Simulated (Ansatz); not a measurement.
# C2H2ClF (1-chloro-2-fluoroethylene) at PBE/6-311+G(d,p)

What is the electronic atomisation energy of C2H2ClF (1-chloro-2-fluoroethylene) at PBE/6-311+G**? 

The results are computed with Ansatz 0.2.0.

47 further runs of the same task are left out: 47 set aside as unsound or not needed. Runs told in other sessions of the task aren't counted.

## (1) The system as given

The species is C2H2ClF (6 atoms), meant as a singlet with charge 0. SMILES: `F/C=C/Cl`. The shape is that of a PBE0-D4/def2-TZVP optimisation.

Bond lengths: F1–C2 1.333 Å, C2–C3 1.320 Å, C3–Cl4 1.713 Å, C2–H5 1.083 Å, C3–H6 1.081 Å. Angles: F1–C2–C3 120.7°, C2–C3–Cl4 121.4°, F1–C2–H5 113.8°, C3–C2–H5 125.5°, C2–C3–H6 122.6°, Cl4–C3–H6 116.0°.

## (2) The energy at PBE/6-311+G(d,p)

input.yaml

```yaml
crystal:
  periodic: [false, false, false]
  atoms:
    - {symbol: F, position_ang: [-0.308300, 1.774900, 0.089700]}
    - {symbol: C, position_ang: [-0.015000, 0.565100, -0.386500]}
    - {symbol: C, position_ang: [0.005100, -0.486500, 0.411700]}
    - {symbol: Cl, position_ang: [0.378700, -2.049200, -0.181100]}
    - {symbol: H, position_ang: [0.191800, 0.551900, -1.449500]}
    - {symbol: H, position_ang: [-0.210300, -0.420200, 1.469400]}
basis:
  gaussian: {orbitals: 6-311+G_st__st_-spherical.json}
accuracy: high
output: {orbitals: {seedname: orbitals}}
hamiltonian: {xc: {name: PBE}}
```

The basis set 6-311+G** is read from a file made from the Basis Set Exchange's data (not shown).

On the command line:

```sh
ansatz run input.yaml --threads 1 --pin off --max-ram 2610MiB --events-out events.jsonl --progress --plain --runs-dir runs
```

The program printed:

```text
Warning: RAYON_NUM_THREADS=1 ignored (pool sized by the plan → 1); use --threads N
Functional definition: PBE
  name "PBE"
  parameter kappa = 0.804
  parameter beta = 0.06672455060314922
  exchange = pbe_x(kappa = kappa, mu = beta*pi^2/3)
  correlation = pbe_c(beta = beta)
1949 factors; integrals over basis functions are off by at most 4.4e-9 eV
mean field evaluation 1: about -17328.7137 eV, gradient 5.7e1 eV
mean field evaluation 2: about -17316.1097 eV, gradient 8.7e1 eV
mean field evaluation 4: about -17336.3084 eV, gradient 9.1e0 eV
mean field evaluation 8: about -17336.4495 eV, gradient 2.4e-1 eV
mean field evaluation 16: about -17336.4496 eV, gradient 5.6e-6 eV
mean field -17336.44964715 eV, -637.1027734651 hartree, gradient 3.3e-8 eV, S^2 0.000000; 0 other end points of the search recorded, 0 dependent functions left out
reference -17336.44965348 eV, -637.1027736979 hartree; 20, 20 occupied and 88, 88 virtual orbitals, 1949 factors
Total energy: -17336.44965348 eV, -637.1027736979 hartree
```

Wall time 5.4 s (1 thread of Arm Neoverse V2, shared host); peak memory 0.25 GiB.

## (3) The C atom

in.yaml

```yaml
crystal:
  periodic: [false, false, false]
  atoms:
    - {symbol: C, position_ang: [0.000000, 0.000000, 0.000000]}
basis:
  gaussian: {orbitals: 6-311+G_st__st_.json}
magnetization: {spin_polarized: true, initial_magnetization: 2}
hamiltonian: {xc: {name: PBE}}
accuracy: high
```

The basis set 6-311+G** is read from a file made from the Basis Set Exchange's data (not shown).

Run the same way, it converges to -37.79375 Eh (log not shown).

## (4) The Cl atom, same level

run.yaml

```yaml
crystal:
  periodic: [false, false, false]
  atoms:
    - {symbol: Cl, position_ang: [0.000000, 0.000000, 0.000000]}
basis:
  gaussian: {orbitals: 6-311+G_st__st_-spherical.json}
total_charge: 0
hamiltonian: {xc: {name: PBE}}
magnetization: {spin_polarized: true, initial_magnetization: 1}
accuracy: high
```

The basis set 6-311+G** is read from a file made from the Basis Set Exchange's data (not shown).

Run the same way, it converges to -459.95758 Eh (log not shown).

## (5) The F atom

run.yaml

```yaml
crystal:
  periodic: [false, false, false]
  atoms:
    - symbol: F
      position_ang: [0.000000, 0.000000, 0.000000]
basis:
  gaussian: {orbitals: 6-311+G_st__st_.json}
accuracy: high
magnetization: {spin_polarized: true, initial_magnetization: 1}
hamiltonian: {xc: {name: PBE}}
```

The basis set 6-311+G** is read from a file made from the Basis Set Exchange's data (not shown).

Run the same way, it converges to -99.65986 Eh (log not shown).

## (6) The H atom at the same level

input.yaml

```yaml
crystal:
  periodic: [false, false, false]
  atoms:
    - {symbol: H, position_ang: [0.000000, 0.000000, 0.000000]}
basis:
  gaussian: {orbitals: 6-311+G_st__st_.json}
magnetization: {spin_polarized: true, initial_magnetization: 1}
hamiltonian: {xc: {name: PBE}}
accuracy: high
```

The basis set 6-311+G** is read from a file made from the Basis Set Exchange's data (not shown).

Run the same way, it converges to -0.49962 Eh (log not shown).

## (7) Summary of results

At PBE/6-311+G**:

| quantity | value |
| --- | --- |
| molecule: total energy | -637.10277 Eh |
| molecule: HOMO energy | -6.27 eV |
| molecule: LUMO energy | -1.29 eV |
| molecule: HOMO–LUMO gap | 4.98 eV |
| C atom: total energy | -37.79375 Eh |
| C atom: ⟨S²⟩ | 2.002 |
| Cl atom: total energy | -459.95758 Eh |
| Cl atom: ⟨S²⟩ | 0.752 |
| F atom: total energy | -99.65986 Eh |
| F atom: ⟨S²⟩ | 0.751 |
| H atom: total energy | -0.49962 Eh |
| H atom: ⟨S²⟩ | 0.750 |
| electronic atomisation energy | 24.452 eV |

In words: Taking the molecule apart into free atoms costs 24.45 eV (564 kcal/mol), before zero-point energy and without spin-orbit coupling.
